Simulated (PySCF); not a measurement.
**silylselanylsilane (Si2H6Se): NMR shifts at several levels of theory**

Aim: compute the NMR shifts of silylselanylsilane (Si2H6Se) (`[SiH3][Se][SiH3]`) at several levels, and see how far they spread and what each costs.

The runs use PySCF 2.14.0, with density-fitted response routines of our own; the level of theory stands in each step. All values are computed, except where a source is named. Atoms are numbered from 0 throughout.

### 1 The starting structure

9 atoms, charge 0, multiplicity 1; geometry from: GFN2-xTB. The atoms were then displaced at random by about 0.01 Å, so the start is not that level's minimum.

Bonds of the start (Å): Si0–Se1 2.31, Se1–Si2 2.29, Si0–H3 1.44, Si0–H4 1.45, Si0–H5 1.47, Si2–H6 1.47, Si2–H7 1.43, Si2–H8 1.48.

### 2 Geometry optimisation at PBE0-D3(BJ)/def2-SVP

Job settings and geometry (Å):

```
{"job": {"xc": "PBE0", "basis": "def2-SVP", "d3": "d3bj", "grid": 1, "shake": 0.01, "kind": "geom"}, "charge": 0, "multiplicity": 1}
Si     1.671110     0.514330     0.410120
Se     0.022850     0.776570    -1.184740
Si    -1.666990    -0.524510    -0.350730
H      2.030090    -0.873240     0.490310
H      2.747540     1.350090    -0.091520
H      1.113370     1.019410     1.676640
H     -1.135930    -1.889780    -0.219100
H     -2.701480    -0.398740    -1.324270
H     -2.022760     0.008710     0.986800
```

Started as:

```
OMP_NUM_THREADS=1 python probes_run.py task.json out
```

The driver reads the jobs from task.json and runs them one after another.

What it wrote:

```text
step   0  E = -2983.16778600  max force = 0.030367
step   1  E = -2983.17347381  max force = 0.008450
step   2  E = -2983.17436917  max force = 0.001906
step   3  E = -2983.17442201  max force = 0.000369
step   4  E = -2983.17442543  max force = 0.000194
optimisation converged
```

Wall time 20 s (1 thread of Arm Neoverse V1, shared host); peak memory 0.39 GiB.

The steps of the relaxation:

```
step  energy from step 0 (eV)  largest force component (eV/Å)
   0                   0.0000                          1.5615
   1                  -0.1548                          0.4345
   2                  -0.1791                          0.0980
   3                  -0.1806                          0.0190
   4                  -0.1807                          0.0100
```

Close pairs (by a distance rule), those that changed most:

```
   bond  before (Å)  after (Å)  change (Å)
 Si2–H7       1.426      1.490      +0.064
 Si0–H3       1.435      1.494      +0.058
 Si0–H4       1.452      1.490      +0.038
Si0–Se1       2.308      2.286      -0.023
 Si2–H6       1.471      1.493      +0.023
 Si0–H5       1.473      1.493      +0.020
 Si2–H8       1.483      1.494      +0.010
Se1–Si2       2.290      2.285      -0.005
```

The final coordinates are the input of the step that follows.

```
                         at the end point                value
  point group (found at 0.08 Å tolerance)                   C2
rotational constants (GHz, main isotopes)  5.285, 2.593, 1.814
                        dipole moment (D)                 0.99
```

### 3 NMR shieldings: PBE0/pcSseg-2

Job settings and geometry (Å):

```
{"job": {"kind": "nmr", "xc": "PBE0", "basis": "pcSseg-2", "pop": false}, "charge": 0, "multiplicity": 1}
Si     1.624983     0.718827     0.535213
Se     0.170645     0.919260    -1.216606
Si    -1.373392    -0.553826    -0.399351
H      2.050395    -0.701590     0.714696
H      2.801654     1.566605     0.192037
H      1.000524     1.197534     1.804363
H     -0.797745    -1.927254    -0.287496
H     -2.501911    -0.551269    -1.372666
H     -1.855030    -0.123858     0.947524
```

Level: GIAO PBE0/pcSseg-2 NMR shielding, non-relativistic, gas phase.

What it wrote:

```text
coarse grid: 34992 points
cycle   1  E = -2983.6998829424  dE = -1.190e+00  |g| = 8.789e-01  |ddm| = 2.277e+00
cycle   2  E = -2983.7079558704  dE = -8.073e-03  |g| = 5.658e-01  |ddm| = 3.396e-01
cycle   3  E = -2983.7226375258  dE = -1.468e-02  |g| = 8.757e-02  |ddm| = 1.897e-01
cycle   4  E = -2983.7232338786  dE = -5.964e-04  |g| = 1.417e-02  |ddm| = 4.519e-02
cycle   5  E = -2983.7232927939  dE = -5.892e-05  |g| = 2.282e-03  |ddm| = 1.386e-02
cycle   6  E = -2983.7232936043  dE = -8.105e-07  |g| = 8.305e-04  |ddm| = 1.980e-03
final grid: 69160 points
cycle   7  E = -2983.7232601659  dE =  2.121e-08  |g| = 1.151e-03  |ddm| = 2.138e-03
cycle   8  E = -2983.7232599963  dE =  1.696e-07  |g| = 1.627e-03  |ddm| = 2.009e-03
cycle   9  E = -2983.7232603986  dE = -4.023e-07  |g| = 5.936e-05  |ddm| = 1.075e-03
cycle  10  E = -2983.7232603994  dE = -8.636e-10  |g| = 4.198e-06  |ddm| = 6.374e-05
converged SCF energy = -2983.7232603994

GIAO shielding tensors (ppm)
atom      isotropic    diamagn.    paramagn.     s11        s22        s33       span
  0 Si     395.430     878.153    -482.722    350.978    382.571    452.743    101.765
  1 Se    2416.581    3003.406    -586.826   2370.728   2372.161   2506.853    136.125
  2 Si     395.466     878.297    -482.831    351.020    382.527    452.850    101.829
  3 H       26.572      28.645      -2.073     22.709     24.293     32.715     10.006
  4 H       26.453      27.811      -1.359     22.555     24.028     32.776     10.221
  5 H       26.565      28.536      -1.971     22.643     24.266     32.785     10.142
  6 H       26.567      28.732      -2.165     22.654     24.268     32.780     10.125
  7 H       26.454      27.995      -1.541     22.558     24.028     32.777     10.219
  8 H       26.568      28.772      -2.204     22.696     24.287     32.722     10.026
```

It took 27 s on 1 thread of Arm Neoverse V1, shared host; peak memory 1 GiB.

The references, computed at this level on geometries of the same kind, shield at (ppm): 1H TMS 31.25, 29Si TMS 341.3, 77Se Me2Se 1766. Their shielding less the atom's gives the shift. The references are single molecules in the gas phase. Atoms listed in one row are averaged.

```csv
atoms,environment,σ (ppm),δ (ppm)
"H3, H4, H5, H6, H7, H8",hydrogen on a silicon bonded to Se,26.53,4.72
"Si0, Si2","silicon bonded to Se, 3 H",395.4,-54.2
Se1,selenium bonded to 2 Si,2417,-650
```

### 4 NMR shieldings: mPW1PW91/pcSseg-2

The job, as its differences from that of step 3:

```diff
@@ -1,2 +1,2 @@
-{"job": {"kind": "nmr", "xc": "PBE0", "basis": "pcSseg-2", "pop": false}, "charge": 0, "multiplicity": 1}
+{"job": {"kind": "nmr", "xc": "mPW1PW91", "basis": "pcSseg-2", "pop": false}, "charge": 0, "multiplicity": 1}
 Si     1.624983     0.718827     0.535213
```

Level: GIAO mPW1PW91/pcSseg-2 NMR shielding, non-relativistic, gas phase.

What it wrote:

```text
coarse grid: 34992 points
cycle   1  E = -2984.4458262148  dE = -1.189e+00  |g| = 8.642e-01  |ddm| = 2.273e+00
cycle   2  E = -2984.4538195361  dE = -7.993e-03  |g| = 5.504e-01  |ddm| = 3.460e-01
cycle   3  E = -2984.4681701688  dE = -1.435e-02  |g| = 8.624e-02  |ddm| = 1.946e-01
cycle   4  E = -2984.4687935022  dE = -6.233e-04  |g| = 1.478e-02  |ddm| = 4.733e-02
cycle   5  E = -2984.4688597865  dE = -6.628e-05  |g| = 2.697e-03  |ddm| = 1.438e-02
cycle   6  E = -2984.4688608222  dE = -1.036e-06  |g| = 9.927e-04  |ddm| = 2.522e-03
final grid: 69160 points
cycle   7  E = -2984.4688379757  dE =  4.742e-08  |g| = 1.410e-03  |ddm| = 2.536e-03
cycle   8  E = -2984.4688377367  dE =  2.389e-07  |g| = 2.009e-03  |ddm| = 2.473e-03
cycle   9  E = -2984.4688383163  dE = -5.795e-07  |g| = 7.927e-05  |ddm| = 1.298e-03
cycle  10  E = -2984.4688383181  dE = -1.832e-09  |g| = 5.913e-06  |ddm| = 9.340e-05
cycle  11  E = -2984.4688383181  dE = -2.728e-12  |g| = 2.588e-06  |ddm| = 7.885e-06
converged SCF energy = -2984.4688383181

GIAO shielding tensors (ppm)
atom      isotropic    diamagn.    paramagn.     s11        s22        s33       span
  0 Si     393.371     878.290    -484.919    349.077    380.667    450.368    101.291
  1 Se    2408.089    3003.629    -595.540   2361.814   2362.445   2500.008    138.194
  2 Si     393.405     878.438    -485.033    349.120    380.620    450.474    101.354
  3 H       26.645      28.753      -2.108     22.796     24.373     32.764      9.968
  4 H       26.533      27.878      -1.345     22.652     24.113     32.833     10.180
  5 H       26.637      28.639      -2.002     22.733     24.345     32.833     10.100
  6 H       26.640      28.838      -2.198     22.744     24.347     32.828     10.084
  7 H       26.534      28.068      -1.534     22.656     24.113     32.834     10.178
  8 H       26.641      28.880      -2.240     22.784     24.367     32.772      9.988
```

It took 28 s on 1 thread of Arm Neoverse V1, shared host; peak memory 1 GiB.

Key values: δ Si0 -53.4, Se1 -654, H3 4.69 ppm (means over like atoms).

### 5 Nuclear shieldings: WP04/pcSseg-2

The job, as its differences from that of step 4:

```diff
@@ -1,2 +1,2 @@
-{"job": {"kind": "nmr", "xc": "mPW1PW91", "basis": "pcSseg-2", "pop": false}, "charge": 0, "multiplicity": 1}
+{"job": {"kind": "nmr", "xc": "WP04", "basis": "pcSseg-2", "pop": false}, "charge": 0, "multiplicity": 1}
 Si     1.624983     0.718827     0.535213
```

With the program's defaults for keys left out, this is: GIAO WP04/pcSseg-2 NMR shielding, non-relativistic, gas phase.

What it wrote:

```text
coarse grid: 34992 points
cycle   1  E = -3003.2047759704  dE = -1.174e+00  |g| = 5.005e-01  |ddm| = 2.283e+00
cycle   2  E = -3003.1983593150  dE =  6.417e-03  |g| = 3.482e-01  |ddm| = 6.323e-01
cycle   3  E = -3003.2171259264  dE = -1.877e-02  |g| = 2.434e-01  |ddm| = 4.968e-01
cycle   4  E = -3003.2262069150  dE = -9.081e-03  |g| = 1.860e-02  |ddm| = 1.469e-01
cycle   5  E = -3003.2263178271  dE = -1.109e-04  |g| = 3.708e-03  |ddm| = 2.668e-02
cycle   6  E = -3003.2263220063  dE = -4.179e-06  |g| = 1.303e-03  |ddm| = 4.673e-03
final grid: 69160 points
cycle   7  E = -3003.2262835749  dE =  6.199e-08  |g| = 1.506e-03  |ddm| = 3.243e-03
cycle   8  E = -3003.2262831813  dE =  3.936e-07  |g| = 1.851e-03  |ddm| = 2.840e-03
cycle   9  E = -3003.2262842280  dE = -1.047e-06  |g| = 2.493e-04  |ddm| = 1.684e-03
cycle  10  E = -3003.2262842380  dE = -1.000e-08  |g| = 1.808e-05  |ddm| = 1.812e-04
cycle  11  E = -3003.2262842380  dE = -2.910e-11  |g| = 3.796e-06  |ddm| = 1.277e-05
converged SCF energy = -3003.2262842380

GIAO shielding tensors (ppm)
atom      isotropic    diamagn.    paramagn.     s11        s22        s33       span
  0 Si     372.306     880.432    -508.125    328.959    360.207    427.753     98.793
  1 Se    2265.152    3010.967    -745.815   2193.458   2200.515   2401.482    208.023
  2 Si     372.336     880.618    -508.282    328.993    360.161    427.855     98.862
  3 H       27.500      29.887      -2.387     23.838     25.301     33.362      9.525
  4 H       27.468      28.515      -1.047     23.824     25.083     33.496      9.672
  5 H       27.491      29.719      -2.228     23.789     25.267     33.419      9.630
  6 H       27.494      29.961      -2.467     23.800     25.269     33.414      9.614
  7 H       27.469      28.789      -1.320     23.827     25.083     33.497      9.670
  8 H       27.497      30.019      -2.522     23.826     25.295     33.370      9.544
```

Run time: 28 s. Hardware: 1 thread of Arm Neoverse V1, shared host; peak memory 1 GiB.

In short: δ Si0 -44.3, Se1 -711, H3 4.12 ppm (means over like atoms).

### 6 NMR shieldings: B97-2/pcSseg-2

The job, as its differences from that of step 5:

```diff
@@ -1,2 +1,2 @@
-{"job": {"kind": "nmr", "xc": "WP04", "basis": "pcSseg-2", "pop": false}, "charge": 0, "multiplicity": 1}
+{"job": {"kind": "nmr", "xc": "B97-2", "basis": "pcSseg-2", "pop": false}, "charge": 0, "multiplicity": 1}
 Si     1.624983     0.718827     0.535213
```

Method: GIAO B97-2/pcSseg-2 NMR shielding, non-relativistic, gas phase.

What it wrote:

```text
coarse grid: 34992 points
cycle   1  E = -2984.9020823169  dE = -1.188e+00  |g| = 7.596e-01  |ddm| = 2.280e+00
cycle   2  E = -2984.9085025601  dE = -6.420e-03  |g| = 4.191e-01  |ddm| = 3.634e-01
cycle   3  E = -2984.9191066944  dE = -1.060e-02  |g| = 8.539e-02  |ddm| = 2.308e-01
cycle   4  E = -2984.9202239943  dE = -1.117e-03  |g| = 2.981e-02  |ddm| = 8.395e-02
cycle   5  E = -2984.9204654613  dE = -2.415e-04  |g| = 3.691e-03  |ddm| = 2.689e-02
cycle   6  E = -2984.9204669871  dE = -1.526e-06  |g| = 1.033e-03  |ddm| = 3.585e-03
final grid: 69160 points
cycle   7  E = -2984.9204595449  dE = -5.193e-08  |g| = 1.321e-03  |ddm| = 2.621e-03
cycle   8  E = -2984.9204594426  dE =  1.023e-07  |g| = 1.780e-03  |ddm| = 2.249e-03
cycle   9  E = -2984.9204598494  dE = -4.068e-07  |g| = 1.227e-04  |ddm| = 1.104e-03
cycle  10  E = -2984.9204598535  dE = -4.096e-09  |g| = 1.681e-05  |ddm| = 1.152e-04
cycle  11  E = -2984.9204598535  dE = -7.412e-11  |g| = 3.388e-06  |ddm| = 1.926e-05
converged SCF energy = -2984.9204598535

GIAO shielding tensors (ppm)
atom      isotropic    diamagn.    paramagn.     s11        s22        s33       span
  0 Si     399.695     878.393    -478.699    356.290    387.096    455.697     99.407
  1 Se    2395.216    3004.816    -609.600   2345.986   2346.863   2492.799    146.814
  2 Si     399.729     878.550    -478.821    356.332    387.052    455.803     99.471
  3 H       26.756      28.914      -2.158     22.936     24.492     32.840      9.905
  4 H       26.655      27.970      -1.315     22.808     24.241     32.915     10.107
  5 H       26.748      28.793      -2.046     22.871     24.466     32.907     10.036
  6 H       26.751      28.998      -2.248     22.882     24.468     32.902     10.019
  7 H       26.656      28.172      -1.516     22.811     24.241     32.916     10.105
  8 H       26.752      29.042      -2.290     22.923     24.486     32.847      9.924
```

It took 25 s on 1 thread of Arm Neoverse V1, shared host; peak memory 1 GiB.

Key values: δ Si0 -52.1, Se1 -658, H3 4.64 ppm (means over like atoms).

### 7 Nuclear shieldings: BHandHLYP/pcSseg-2

The job, as its differences from that of step 6:

```diff
@@ -1,2 +1,2 @@
-{"job": {"kind": "nmr", "xc": "B97-2", "basis": "pcSseg-2", "pop": false}, "charge": 0, "multiplicity": 1}
+{"job": {"kind": "nmr", "xc": "BHandHLYP", "basis": "pcSseg-2", "pop": false}, "charge": 0, "multiplicity": 1}
 Si     1.624983     0.718827     0.535213
```

With the program's defaults for keys left out, this is: GIAO BHandHLYP/pcSseg-2 NMR shielding, non-relativistic, gas phase.

What it wrote:

```text
coarse grid: 34992 points
cycle   1  E = -2984.2096509078  dE = -1.229e+00  |g| = 7.572e-01  |ddm| = 2.235e+00
cycle   2  E = -2984.2272030186  dE = -1.755e-02  |g| = 4.199e-01  |ddm| = 3.470e-01
cycle   3  E = -2984.2379353730  dE = -1.073e-02  |g| = 6.082e-02  |ddm| = 1.755e-01
cycle   4  E = -2984.2382974260  dE = -3.621e-04  |g| = 8.109e-03  |ddm| = 2.910e-02
cycle   5  E = -2984.2383138001  dE = -1.637e-05  |g| = 2.462e-03  |ddm| = 1.025e-02
cycle   6  E = -2984.2383155908  dE = -1.791e-06  |g| = 7.382e-04  |ddm| = 3.453e-03
final grid: 69160 points
cycle   7  E = -2984.2382932126  dE = -4.798e-08  |g| = 8.245e-04  |ddm| = 1.417e-03
cycle   8  E = -2984.2382932173  dE = -4.711e-09  |g| = 9.212e-04  |ddm| = 1.106e-03
cycle   9  E = -2984.2382933221  dE = -1.048e-07  |g| = 3.969e-05  |ddm| = 4.988e-04
cycle  10  E = -2984.2382933226  dE = -5.257e-10  |g| = 5.593e-06  |ddm| = 4.238e-05
converged SCF energy = -2984.2382933226

GIAO shielding tensors (ppm)
atom      isotropic    diamagn.    paramagn.     s11        s22        s33       span
  0 Si     398.266     876.704    -478.438    357.258    386.349    451.191     93.933
  1 Se    2422.398    3004.186    -581.788   2356.328   2378.966   2531.899    175.571
  2 Si     398.293     876.854    -478.560    357.286    386.294    451.300     94.014
  3 H       26.966      28.801      -1.835     23.097     24.744     33.057      9.960
  4 H       26.857      27.986      -1.129     22.947     24.457     33.168     10.221
  5 H       26.956      28.689      -1.733     23.040     24.707     33.121     10.081
  6 H       26.959      28.888      -1.930     23.051     24.709     33.116     10.066
  7 H       26.859      28.176      -1.317     22.950     24.457     33.169     10.219
  8 H       26.963      28.933      -1.970     23.086     24.739     33.064      9.978
```

Wall time 28 s (1 thread of Arm Neoverse V1, shared host); peak memory 1 GiB.

This run: δ Si0 -52.5, Se1 -650, H3 4.52 ppm (means over like atoms).

### 8 Nuclear shieldings: CAM-B3LYP/pcSseg-2

The job, as its differences from that of step 7:

```diff
@@ -1,2 +1,2 @@
-{"job": {"kind": "nmr", "xc": "BHandHLYP", "basis": "pcSseg-2", "pop": false}, "charge": 0, "multiplicity": 1}
+{"job": {"kind": "nmr", "xc": "CAM-B3LYP", "basis": "pcSseg-2", "pop": false}, "charge": 0, "multiplicity": 1}
 Si     1.624983     0.718827     0.535213
```

Level: GIAO CAM-B3LYP/pcSseg-2 NMR shielding, non-relativistic, gas phase.

What it wrote:

```text
coarse grid: 34992 points
cycle   1  E = -2984.3608632754  dE = -1.224e+00  |g| = 9.063e-01  |ddm| = 2.246e+00
cycle   2  E = -2984.3779151207  dE = -1.705e-02  |g| = 5.767e-01  |ddm| = 3.834e-01
cycle   3  E = -2984.3947957423  dE = -1.688e-02  |g| = 8.677e-02  |ddm| = 1.892e-01
cycle   4  E = -2984.3952183738  dE = -4.226e-04  |g| = 1.635e-02  |ddm| = 3.468e-02
cycle   5  E = -2984.3952637896  dE = -4.542e-05  |g| = 3.745e-03  |ddm| = 1.519e-02
cycle   6  E = -2984.3952681282  dE = -4.339e-06  |g| = 1.057e-03  |ddm| = 5.510e-03
final grid: 69160 points
cycle   7  E = -2984.3952396511  dE = -2.388e-07  |g| = 7.763e-04  |ddm| = 1.750e-03
cycle   8  E = -2984.3952397203  dE = -6.924e-08  |g| = 6.058e-04  |ddm| = 1.062e-03
cycle   9  E = -2984.3952398124  dE = -9.208e-08  |g| = 3.805e-05  |ddm| = 4.515e-04
cycle  10  E = -2984.3952398128  dE = -3.838e-10  |g| = 1.053e-05  |ddm| = 4.606e-05
converged SCF energy = -2984.3952398128

GIAO shielding tensors (ppm)
atom      isotropic    diamagn.    paramagn.     s11        s22        s33       span
  0 Si     384.394     877.552    -493.157    340.155    370.782    442.246    102.091
  1 Se    2386.786    3003.590    -616.804   2322.566   2342.819   2494.974    172.408
  2 Si     384.427     877.704    -493.277    340.192    370.735    442.354    102.162
  3 H       26.771      28.620      -1.849     22.941     24.559     32.815      9.874
  4 H       26.649      27.894      -1.245     22.776     24.265     32.905     10.129
  5 H       26.761      28.517      -1.755     22.878     24.527     32.880     10.002
  6 H       26.764      28.709      -1.945     22.889     24.528     32.875      9.986
  7 H       26.650      28.069      -1.419     22.779     24.265     32.906     10.127
  8 H       26.768      28.752      -1.984     22.929     24.553     32.822      9.893
```

It took 36 s on 1 thread of Arm Neoverse V1, shared host; peak memory 1.1 GiB.

In short: δ Si0 -55.5, Se1 -676, H3 4.61 ppm (means over like atoms).

### 9 Shielding tensors: wB97X-D/pcSseg-2

The job, as its differences from that of step 8:

```diff
@@ -1,2 +1,2 @@
-{"job": {"kind": "nmr", "xc": "CAM-B3LYP", "basis": "pcSseg-2", "pop": false}, "charge": 0, "multiplicity": 1}
+{"job": {"kind": "nmr", "xc": "wB97X-D", "basis": "pcSseg-2", "pop": false}, "charge": 0, "multiplicity": 1}
 Si     1.624983     0.718827     0.535213
```

With the program's defaults for keys left out, this is: GIAO wB97X-D/pcSseg-2 NMR shielding, non-relativistic, gas phase.

What it wrote:

```text
coarse grid: 34992 points
cycle   1  E = -2984.2832256865  dE = -1.250e+00  |g| = 8.766e-01  |ddm| = 2.250e+00
cycle   2  E = -2984.3038463063  dE = -2.062e-02  |g| = 5.322e-01  |ddm| = 3.826e-01
cycle   3  E = -2984.3183368938  dE = -1.449e-02  |g| = 8.516e-02  |ddm| = 1.697e-01
cycle   4  E = -2984.3187405416  dE = -4.036e-04  |g| = 1.821e-02  |ddm| = 3.701e-02
cycle   5  E = -2984.3187998376  dE = -5.930e-05  |g| = 3.738e-03  |ddm| = 1.611e-02
cycle   6  E = -2984.3188063906  dE = -6.553e-06  |g| = 7.971e-04  |ddm| = 8.048e-03
final grid: 69160 points
cycle   7  E = -2984.3186385492  dE = -1.497e-06  |g| = 5.578e-04  |ddm| = 3.017e-03
cycle   8  E = -2984.3186386192  dE = -6.991e-08  |g| = 3.287e-04  |ddm| = 7.233e-04
cycle   9  E = -2984.3186386389  dE = -1.970e-08  |g| = 9.812e-05  |ddm| = 2.425e-04
cycle  10  E = -2984.3186386405  dE = -1.635e-09  |g| = 3.090e-05  |ddm| = 8.904e-05
cycle  11  E = -2984.3186386408  dE = -3.256e-10  |g| = 7.566e-06  |ddm| = 4.976e-05
converged SCF energy = -2984.3186386408

GIAO shielding tensors (ppm)
atom      isotropic    diamagn.    paramagn.     s11        s22        s33       span
  0 Si     395.800     877.916    -482.115    353.361    383.661    450.380     97.018
  1 Se    2418.725    3003.970    -585.244   2357.861   2374.245   2524.070    166.208
  2 Si     395.853     878.081    -482.228    353.448    383.605    450.506     97.058
  3 H       26.757      28.734      -1.977     22.887     24.530     32.855      9.968
  4 H       26.644      27.869      -1.225     22.745     24.247     32.941     10.196
  5 H       26.749      28.619      -1.870     22.831     24.494     32.923     10.092
  6 H       26.752      28.824      -2.072     22.842     24.496     32.918     10.075
  7 H       26.646      28.065      -1.419     22.748     24.247     32.942     10.194
  8 H       26.754      28.869      -2.115     22.875     24.525     32.862      9.986
```

Run time: 35 s. Hardware: 1 thread of Arm Neoverse V1, shared host; peak memory 1.1 GiB.

This run: δ Si0 -55.1, Se1 -674, H3 4.64 ppm (means over like atoms).

[end of part 1 of 2]
